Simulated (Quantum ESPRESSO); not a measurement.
Runs of Quantum ESPRESSO 7.5 on MoPt. The cell holds a sheet with vacuum, 2 atoms: a = 3.551 Å, b = 3.551 Å, c = 23.800 Å, α = 90.00°, β = 90.00°, γ = 90.00°. The cell was built by a generator and needn't be a form met in nature.

| level | form of the LDA correlation | gap on the mesh (eV) | work function (eV) |
| --- | --- | --- | --- |
| AM05 | - | none | 5.01 |
| PBE | - | none | 5.01 |
| LDA | PZ81 | none | (a) |
| revPBE | - | none | 4.87 |
| PBEsol | - | none | 5.14 |
| WC | - | none | 5.13 |
| RPBE | - | none | (b) |

Alike in all rows: task work function; potentials or basis SG15 PBE 1.2; no spin polarisation; cell as given; k mesh 8 × 8 × 1; cutoff (eV) 952; smearing fermi-dirac 0.05 eV.

Estimate the missing entries.

(a) 5.38; (b) 4.84.

A k mesh can miss the band edges, and the runs leave out spin-orbit coupling on Mo, Pt.

A gap of «none» marks a metal or a gap under the smearing width.
